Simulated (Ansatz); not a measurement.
# BH10NOSi3: the cost of one run

All numbers below are computed with Ansatz 0.2.0 (RKS B3LYP-D4/6-31G).

**1. The starting structure**

Bond lengths (14 of 15 bonds, heavy atoms first): B1–Si2 1.942 Å, Si2–Si3 2.203 Å, Si2–Si4 2.245 Å, Si4–N5 1.736 Å, Si4–O6 1.789 Å, B1–H7 1.179 Å, B1–H8 1.154 Å, Si2–H9 1.425 Å, Si3–H10 1.473 Å, Si3–H11 1.509 Å, Si3–H12 1.470 Å, Si4–H13 1.440 Å, N5–H14 1.077 Å, N5–H15 1.043 Å. Angles (14 of 25 angles, heavy atoms first): B1–Si2–Si3 107.6°, B1–Si2–Si4 111.5°, Si3–Si2–Si4 107.2°, Si2–Si4–N5 110.6°, Si2–Si4–O6 107.0°, N5–Si4–O6 108.2°, B1–Si2–H9 109.9°, Si3–Si2–H9 110.1°, Si4–Si2–H9 110.5°, Si2–B1–H7 119.6°, Si2–B1–H8 118.2°, Si2–Si3–H10 110.8°, Si2–Si3–H11 109.1°, Si2–Si3–H12 111.5°.

Coordinates:

```xyz
16

B    -1.1439   -1.4664    1.1672
Si   -0.3794   -0.7551   -0.4707
Si    1.7229   -1.4061   -0.5613
Si   -0.3800    1.4899   -0.4713
N     0.4491    2.1008    0.9264
O    -2.0885    2.0111   -0.3804
H    -0.7255   -1.1073    2.2098
H    -2.0925   -2.1180    1.0871
H    -1.0950   -1.2547   -1.5974
H     1.8178   -2.8754   -0.5264
H     2.4540   -0.8857    0.6517
H     2.4005   -0.8746   -1.7531
H     0.1089    2.0147   -1.7199
H     0.0014    1.6782    1.8098
H     1.4216    1.7283    0.8702
H    -2.4943    1.6978   -1.1976
```

**2. End point A**

File input.yaml:

```yaml
crystal:
  periodic: [false, false, false]
  atoms:
    - { symbol: B, position_ang: [-1.1439, -1.4664, 1.1672] }
    - { symbol: Si, position_ang: [-0.3794, -0.7551, -0.4707] }
    - { symbol: Si, position_ang: [1.7229, -1.4061, -0.5613] }
    - { symbol: Si, position_ang: [-0.38, 1.4899, -0.4713] }
    - { symbol: "N", position_ang: [0.4491, 2.1008, 0.9264] }
    - { symbol: O, position_ang: [-2.0885, 2.0111, -0.3804] }
    - { symbol: H, position_ang: [-0.7255, -1.1073, 2.2098] }
    - { symbol: H, position_ang: [-2.0925, -2.118, 1.0871] }
    - { symbol: H, position_ang: [-1.095, -1.2547, -1.5974] }
    - { symbol: H, position_ang: [1.8178, -2.8754, -0.5264] }
    - { symbol: H, position_ang: [2.454, -0.8857, 0.6517] }
    - { symbol: H, position_ang: [2.4005, -0.8746, -1.7531] }
    - { symbol: H, position_ang: [0.1089, 2.0147, -1.7199] }
    - { symbol: H, position_ang: [0.0014, 1.6782, 1.8098] }
    - { symbol: H, position_ang: [1.4216, 1.7283, 0.8702] }
    - { symbol: H, position_ang: [-2.4943, 1.6978, -1.1976] }
basis:
  gaussian: { orbitals: "6-31G" }
hamiltonian:
  xc: b3lyp
  dispersion: d4
relax:
  f_tol: 0.015
  max_steps: 40
```

Launch:

```bash
ansatz run input.yaml --threads 1 --pin off --max-ram 2048MiB --backend cpu --events-out ev --progress --plain --runs-dir out
```

**Question.** How long does this run take on 1 thread of Arm Neoverse V2, shared host, and how much memory does it need?

About 3.3 min, with a peak of 0.22 GiB.
